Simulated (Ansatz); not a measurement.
# H4OS2Si, SMILES O[SiH2]SS: a ladder of methods at one geometry

Computed with the Ansatz DFT code, driven from Python.

Input file `h4os2si.xyz`:
```text
8

O     0.22550    1.23670   -1.16200
Si    0.95510    0.32890   -0.06440
S    -0.00210   -1.59940   -0.14760
S    -1.82980   -1.05660    0.30230
H    -0.66530    0.91040   -1.50200
H     0.78640    0.92810    1.28730
H     2.41960    0.22390   -0.40980
H    -1.79730   -1.02910    1.64030
```

Notebook, run cell by cell (the value of a cell's last expression is shown):

```python
from pathlib import Path

import ansatz as az
import numpy as np

SETTINGS = {
    "basis": "cc-pVDZ",
}
```

```python
molecule = az.Crystal.molecule_from_extxyz("h4os2si.xyz")
```

```python
job = (
    molecule.calculation()
    .basis(gaussian=SETTINGS["basis"])  # atom-centred Gaussian functions
    .accuracy("medium")
    .scf(lower_state_search="standard")
)
```

```python
print("functional    E (Ha)        dipole (D)   HOMO (eV)  LUMO (eV)")
for name in ["lda", "r2scan0", "blyp", "pbe", "hse06", "lc_wpbe"]:
    rep = job.functional(name).forces().orbitals().run(runs_dir="runs").report
    lines = Path(rep["orbitals_path"]).read_text().splitlines()
    field_of = lambda key: [line.split("=")[1].strip() for line in lines if line.startswith(key)]
    orbitals = [(27.211386 * float(e), s, float(n)) for e, s, n in zip(field_of("Ene="), field_of("Spin="), field_of("Occup="))]
    homo = max(e for e, _, n in orbitals if n > 0.5)
    lumo = min(e for e, _, n in orbitals if n < 0.5)
    dipole = 4.803205 * np.linalg.norm(rep["charge_distribution"]["dipole_moment_e_ang"])
    print(f"{name:10s} {rep['free_energy_ev'] / 27.211386246:14.6f} {dipole:9.3f} {homo:11.3f} {lumo:10.3f}")
```

    functional    E (Ha)        dipole (D)   HOMO (eV)  LUMO (eV)
    lda          -1159.079780     1.089      -5.946     -1.591
    r2scan0      -1163.413526     1.095      -7.305     -0.362
    blyp         -1163.511341     0.975      -5.645     -1.196
    pbe          -1162.971575     1.016      -5.860     -1.404
    hse06        -1163.047861     1.068      -6.715     -0.834
    lc_wpbe      -1163.183198     1.101      -9.771      1.942

Reading the output:
- The settings weren't tested for convergence.
- The geometry is a force-field or estimated start, not a minimum of this method, and the basis set is short of its limit. A lower total doesn't mark the better method: functionals have no common bound, and MP2 and coupled cluster aren't variational.
- Levels such as HOMO and LUMO are orbital energies: with these approximate functionals they aren't the ionisation energy and electron affinity, and their gap isn't the fundamental gap.
- For Al to Cl the sets with a tight d function, cc-pV(X+d)Z, are usual.
- hse06 follows the composition of plane-wave codes, whose totals differ by tens of mHa, up to about 0.1 Ha, from the form usual in Gaussian-basis programs (wpbeh).
- Wall time of the script: 24 s on 1 thread of Arm Neoverse V2, on a shared host, peak memory 0.27 GiB.
